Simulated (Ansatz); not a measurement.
# GeH₇NO₂Si: one species, many methods

How much do the methods differ for GeH₇NO₂Si? The plan is to run it at one geometry with functionals of several rungs and with coupled cluster, and see how far each lands from CCSD(T) at the basis-set limit for the atomisation energy.

Method: functionals in def2-TZVPP, the program's frozen cores in correlated methods; program: Ansatz 0.2.0, Gaussian basis.

The runs, in order: PBE-D4, r2SCAN-D4, PBE0-D4, B3LYP-D4, ωB97X-V, ωB97M-V, B2PLYP; CCSD(T)/def2-TZVPP; MP2/def2-QZVPP; extrapolation to the limit.

## (1) The relaxed structure

The geometry comes from an earlier relaxation with PBE0-D4 in a triple-zeta def2 set; it is a stationary point, not always the lowest conformer.

SMILES `O[SiH](O)[NH][GeH3]`, 12 atoms, charge 0, spin multiplicity 1.

Atoms are counted from 1 here; the program's logs count them from 0.

Bond lengths: O1–Si2 1.638 Å, O1–H6 0.959 Å, Si2–O3 1.646 Å, Si2–N4 1.700 Å, Si2–H7 1.484 Å, O3–H8 0.958 Å, N4–Ge5 1.845 Å, N4–H9 1.009 Å, Ge5–H10 1.540 Å, Ge5–H11 1.539 Å, Ge5–H12 1.532 Å. Angles: Si2–O1–H6 116.0°, O1–Si2–O3 103.5°, O1–Si2–N4 109.9°, O1–Si2–H7 112.3°, O3–Si2–N4 114.0°, O3–Si2–H7 110.5°, N4–Si2–H7 106.8°, Si2–O3–H8 117.2°, Si2–N4–Ge5 126.4°, Si2–N4–H9 116.5°, Ge5–N4–H9 115.3°, N4–Ge5–H10 108.4°, N4–Ge5–H11 111.1°, N4–Ge5–H12 106.9°, H10–Ge5–H11 109.1°, H10–Ge5–H12 110.7°, H11–Ge5–H12 110.6°.

## (2) PBE-D4 (GGA)

Input file in.yaml:

```yaml
crystal:
  periodic: [false, false, false]
  atoms:
    - {symbol: O, position_ang: [-0.950308, -1.639059, 0.741896]}
    - {symbol: Si, position_ang: [0.536135, -0.976348, 0.552928]}
    - {symbol: O, position_ang: [0.812824, -0.235287, 1.996751]}
    - {symbol: N, position_ang: [0.532792, 0.081706, -0.777955]}
    - {symbol: Ge, position_ang: [-0.756187, 1.341397, -1.170777]}
    - {symbol: H, position_ang: [-1.229337, -1.793432, 1.645899]}
    - {symbol: H, position_ang: [1.578141, -1.998648, 0.284220]}
    - {symbol: H, position_ang: [1.604178, 0.299181, 2.069392]}
    - {symbol: H, position_ang: [1.158226, -0.146498, -1.535526]}
    - {symbol: H, position_ang: [-0.059131, 2.589995, -1.741309]}
    - {symbol: H, position_ang: [-1.757429, 0.805178, -2.209912]}
    - {symbol: H, position_ang: [-1.469904, 1.671815, 0.144392]}
basis:
  gaussian: {orbitals: def2-TZVPP}
hamiltonian: {xc: pbe, dispersion: d4}
output: {forces: true, orbitals: {seedname: orbitals}}
```

The run is started by

```bash
ansatz run in.yaml --threads 2 --pin off --events-out ev --progress --plain --max-ram 22528MiB --backend cuda --devices 0, --max-vram 18GiB
```

The runs that follow: r2SCAN-D4 (meta-GGA); PBE0-D4 (hybrid); B3LYP-D4 (hybrid); ωB97X-V (range-separated); ωB97M-V (range-separated); B2PLYP (double hybrid); CCSD(T) in def2-TZVPP; MP2 in def2-QZVPP.

Q: Predict the results of all the runs planned. Wanted: atomisation energy, CCSD(T)/CBS; farthest; mean size of error, hybrid; mean size of error, range-separated; gap, smallest and largest; T1 diagnostic; triples share of the correlation energy.

As calculated:

```
                               quantity                                 value
        atomisation energy, CCSD(T)/CBS                             43.310 eV
    functionals within 0.433 eV (1.0 %)   PBE-D4, r2SCAN-D4, ωB97X-V, ωB97M-V
                               farthest                   PBE0-D4 (-0.952 eV)
             mean size of error, hybrid                              0.720 eV
    mean size of error, range-separated                              0.163 eV
              gap, smallest and largest  5.78 eV (PBE-D4), 12.36 eV (ωB97X-V)
                          T1 diagnostic                                0.0115
triples share of the correlation energy                                 3.4 %
```

PBE-D4 misses by -0.190 eV. Double hybrids carry the basis error of their MP2 part in triple zeta, and no dispersion term here, so their miss is partly the set-up's. The reference freezes the cores and leaves out relativity and excitations past (T), and its outer-core shells are covered unevenly, so misses under about 0.433 eV can't be ranked. Hartree-Fock recovers 70 % of the binding; the rest is correlation. The gap grows from 5.8 to 12.4 eV across the functionals, mostly with the share of exact exchange. Correlated methods include outer-core shells of Ge, which these sets cover unevenly.
